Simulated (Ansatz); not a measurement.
# Ge2H4Se: basis-set convergence

How large a basis does Ge2H4Se need? Two functionals are run in growing sets.

Program: Ansatz 0.2.0, Gaussian basis. Level of theory: one geometry, several basis sets. These are calculated values, not measurements.

The runs, in order: PBE0-D4/def2-SVP; ωB97M-V/def2-SVP; PBE0-D4/def2-QZVPP; ωB97M-V/def2-QZVPP; the functionals' def2-TZVPP values are taken from earlier runs.

### Step 1. Structure used throughout

The geometry comes from an earlier relaxation with PBE0-D4 in a triple-zeta def2 set; it is a stationary point, not always the lowest conformer.

SMILES `[GeH2]1[GeH2][Se]1`, 7 atoms, charge 0, spin multiplicity 1.

Atoms are counted from 1 here; the program's logs count them from 0.

Bond lengths: Ge1–Ge2 2.357 Å, Ge1–Se3 2.384 Å, Ge1–H4 1.531 Å, Ge1–H5 1.531 Å, Ge2–Se3 2.384 Å, Ge2–H6 1.531 Å, Ge2–H7 1.531 Å. Angles: Ge2–Ge1–Se3 60.4°, Ge2–Ge1–H4 121.2°, Ge2–Ge1–H5 121.2°, Se3–Ge1–H4 114.1°, Se3–Ge1–H5 114.1°, H4–Ge1–H5 113.7°, Ge1–Ge2–Se3 60.4°, Ge1–Ge2–H6 121.2°, Ge1–Ge2–H7 121.2°, Se3–Ge2–H6 114.1°, Se3–Ge2–H7 114.1°, H6–Ge2–H7 113.7°, Ge1–Se3–Ge2 59.2°.

### Step 2. PBE0-D4 in def2-SVP

in.yaml reads:

```yaml
crystal:
  periodic: [false, false, false]
  atoms:
    - {symbol: Ge, position_ang: [-0.674809, -0.049760, -0.975891]}
    - {symbol: Ge, position_ang: [0.902192, -0.007820, 0.774789]}
    - {symbol: Se, position_ang: [-1.415220, 0.250334, 1.270341]}
    - {symbol: H, position_ang: [-1.120207, -1.370133, -1.610470]}
    - {symbol: H, position_ang: [-0.894295, 1.169703, -1.875422]}
    - {symbol: H, position_ang: [1.518501, -1.300086, 1.317627]}
    - {symbol: H, position_ang: [1.745038, 1.239762, 1.053327]}
basis:
  gaussian: {orbitals: def2-SVP}
hamiltonian: {xc: pbe0, dispersion: d4}
output: {orbitals: {seedname: orbitals}}
```

After this run come: ωB97M-V in def2-SVP; PBE0-D4 in def2-QZVPP; ωB97M-V in def2-QZVPP.

Q: Predict the results of all the runs planned. Wanted: PBE0-D4: double and triple zeta above quadruple; ωB97M-V: double and triple zeta above quadruple.

**Answer**, as computed:

```
                                       quantity           value
PBE0-D4: double and triple zeta above quadruple  26.14, 3.82 eV
ωB97M-V: double and triple zeta above quadruple  25.96, 3.71 eV
```

**Reading.** PBE0-D4 gains 22.32 eV from double to triple zeta, then 3.82 eV more. These are total energies; as a rule much of such shifts cancels in differences, which this series doesn't test. The LUMO of ωB97M-V is positive and keeps falling with the basis (1.38 to 0.79 eV): an unbound level that the basis holds in place.
